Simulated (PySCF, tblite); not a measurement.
# C₅H₁₀F₃NSi: geometry, infrared bands and NMR shifts

Wanted: the infrared bands and NMR shifts of C₅H₁₀F₃NSi (`F[SiH2]N[C@@H]1CC[C@@H]1C(F)F`), by calculation.

Computed with tblite 0.8.0 and PySCF 2.14.0, with density-fitted response routines of our own, on a single molecule in the gas phase. Atoms count from 0, in the outputs and in this text.

## (1) The molecule as given

20 atoms, charge 0, multiplicity 1; geometry from: force field or distance geometry start.

Bonds of the start (Å): F0–Si1 1.72, Si1–N2 1.74, N2–C3 1.42, C3–C4 1.53, C4–C5 1.52, C5–C6 1.53, C6–C7 1.50, C7–F8 1.38, C7–F9 1.36, C6–C3 1.51, Si1–H10 1.49, Si1–H11 1.44, N2–H12 1.05, C3–H13 1.12, C4–H14 1.11, C4–H15 1.09, C5–H16 1.10, C5–H17 1.10, C6–H18 1.13, C7–H19 1.12.

## (2) Relaxing the molecule with GFN2-xTB

What the job is given:

```
{"job": {"kind": "relax", "xc": "GFN2-xTB", "basis": "xTB"}, "charge": 0, "multiplicity": 1}
F      3.788200     0.621600     0.352100
Si     2.125200     0.913900     0.681500
N      1.202900    -0.098500    -0.396200
C      0.149500    -0.873000     0.168900
C     -0.527300    -1.673200    -0.947900
C     -1.222900    -0.359900    -1.275200
C     -1.184900    -0.163500     0.246400
C     -1.162700     1.268100     0.698700
F     -0.632400     1.358500     1.966400
F     -0.636400     2.138200    -0.207700
H      1.937400     0.573000     2.123300
H      1.939600     2.341500     0.573000
H      1.854300    -0.775400    -0.860600
H      0.404000    -1.499200     1.057100
H      0.190700    -2.012600    -1.721300
H     -1.248800    -2.423700    -0.624700
H     -0.548600     0.383900    -1.731200
H     -2.238700    -0.453900    -1.686200
H     -1.952900    -0.816600     0.761500
H     -2.241200     1.561500     0.818900
```

On the command line:

```sh
$ OMP_NUM_THREADS=1 python probes_run.py task.json out
```

This one command runs all jobs of the session in turn.

**Question.** This job is followed by: GFN2-xTB harmonic vibrations, gas phase; GIAO PBE0/pcSseg-1 NMR shielding, non-relativistic, gas phase. Predict these results of the whole session: strongest single infrared mode (GFN2-xTB); zero-point energy (GFN2-xTB); 13C shifts against TMS (PBE0/pcSseg-1); 1H shifts against TMS (PBE0/pcSseg-1); 19F shifts against CFCl3 (PBE0/pcSseg-1); 29Si shifts against TMS (PBE0/pcSseg-1); 15N shifts against NH3 (PBE0/pcSseg-1).

The runs gave:

| quantity | value |
| --- | --- |
| strongest single infrared mode (GFN2-xTB) | 2288 cm⁻¹, 388 km/mol |
| zero-point energy (GFN2-xTB) | 92.5 kcal/mol |
| 13C shifts against TMS (PBE0/pcSseg-1) | 125.9, 47.6, 47.4, 34.7, 14.9 ppm |
| 1H shifts against TMS (PBE0/pcSseg-1) | 6.30, 5.29, 5.02, 3.54, 2.64, 2.44, 2.00, 1.78, 1.64, 1.48 ppm |
| 19F shifts against CFCl3 (PBE0/pcSseg-1) | -137.7, -151.6, -205.4 ppm |
| 29Si shifts against TMS (PBE0/pcSseg-1) | -14.6 ppm |
| 15N shifts against NH3 (PBE0/pcSseg-1) | 58.9 ppm |

What this shows: Over 171 steps the energy fell by 1.297 eV; of the close pairs, F0–Si1 changed most, 1.720 to 1.607 Å. No mode is imaginary among the 54: a minimum at this level. The strongest single mode, at 2288 cm⁻¹, moves mainly H11 and H10. Unscaled tight-binding wavenumbers are off by several per cent, some by more. Its intensities can rank the bands wrongly. H19 (hydrogen on an sp3 CH bonded to 2 F) lies farthest downfield among hydrogen, at 6.30 ppm; its carbon carries F, which withdraws density. At PBE0/pcSseg-1: The widest tensor belongs to F8: span 197 ppm, with a paramagnetic part of -166 ppm.
